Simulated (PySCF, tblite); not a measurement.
# C₆H₁₁N: geometry, infrared bands and NMR shifts

What infrared bands and NMR shifts should C₆H₁₁N (`C=C/C(C)=N\CC`) show?

The runs use tblite 0.8.0 and PySCF 2.14.0, with density-fitted response routines of our own; the level of theory stands in each step. All values are computed, except where a source is named. Atoms count from 0, in the outputs and in this text.

## 1. The molecule as given

18 atoms, charge 0, multiplicity 1; geometry from: force field or distance geometry start.

Bonds of the start (Å): C0–C1 1.32, C1–C2 1.52, C2–C3 1.51, C2–N4 1.28, N4–C5 1.46, C5–C6 1.52, C0–H7 1.09, C0–H8 1.09, C1–H9 1.08, C3–H10 1.09, C3–H11 1.11, C3–H12 1.11, C5–H13 1.10, C5–H14 1.11, C6–H15 1.11, C6–H16 1.09, C6–H17 1.09.

## 2. Geometry optimisation with GFN2-xTB

The job: settings as JSON, then the geometry in Å.

```
{"job": {"kind": "relax", "xc": "GFN2-xTB", "basis": "xTB"}, "charge": 0, "multiplicity": 1}
C     -2.396000     1.153100    -1.009800
C     -1.132800     0.908500    -0.704100
C     -0.663300    -0.293500     0.093100
C     -1.722800    -1.271500     0.550800
N      0.542200    -0.567400     0.418400
C      1.627300     0.315100     0.009400
C      2.935100    -0.266300     0.528800
H     -2.652000     2.048400    -1.576900
H     -3.222800     0.508800    -0.719700
H     -0.366100     1.596800    -1.015700
H     -2.247600    -1.706400    -0.303700
H     -1.258900    -2.100600     1.118100
H     -2.441700    -0.777400     1.229100
H      1.696000     0.392900    -1.082100
H      1.497100     1.325600     0.439500
H      2.913000    -0.354300     1.636400
H      3.106500    -1.266700     0.124800
H      3.778000     0.361300     0.251900
```

On the command line:

```sh
> OMP_NUM_THREADS=1 python probes_run.py task.json out
```

One launch serves the whole session: the jobs run in the order shown.

**Question.** This job is followed by: GFN2-xTB harmonic vibrations, gas phase; GIAO PBE0/pcSseg-1 NMR shielding, non-relativistic, gas phase. Predict these results of the whole session: strongest single infrared mode (GFN2-xTB); zero-point energy (GFN2-xTB); ¹³C shifts against TMS (PBE0/pcSseg-1); ¹H shifts against TMS (PBE0/pcSseg-1, means over atoms taken as alike); ¹⁵N shifts against NH3 (PBE0/pcSseg-1); surface potential, 1st and 99th percentile.

The runs gave:

```
                                                              quantity                                      value
                             strongest single infrared mode (GFN2-xTB)                       1697 cm⁻¹, 73 km/mol
                                          zero-point energy (GFN2-xTB)                              97.0 kcal/mol
                                ¹³C shifts against TMS (PBE0/pcSseg-1)  166.6, 133.5, 129.0, 46.7, 26.7, 21.1 ppm
¹H shifts against TMS (PBE0/pcSseg-1, means over atoms taken as alike)     6.70, 5.87, 5.83, 3.49, 2.23, 1.52 ppm
                                ¹⁵N shifts against NH3 (PBE0/pcSseg-1)                                  392.5 ppm
                                 surface potential, 1st and 99th percentile                         -1.64 V and 0.93 V
```

Over 32 steps the energy fell by 0.103 eV; of the close pairs, C1–C2 changed most, 1.517 to 1.468 Å. No mode is imaginary among the 48: a minimum at this level. The strongest single mode, at 1697 cm⁻¹, moves mainly C2 and N4. GFN2-xTB is a fitted tight-binding method: band positions and strengths are rough. Its intensities can rank the bands wrongly. The most deshielded hydrogen is H9 (hydrogen on an alkene CH), at 6.70 ppm: attached to an sp2 carbon and in the plane of the double bond. At PBE0/pcSseg-1: The widest tensor belongs to N4: span 655 ppm, with a paramagnetic part of -458 ppm. By nearest atom (PBE0/pcSseg-1), the HOMO sits on N4 62 %; C1, C2, C5 about 6 % each and the LUMO on C0 23 %; N4 21 %.
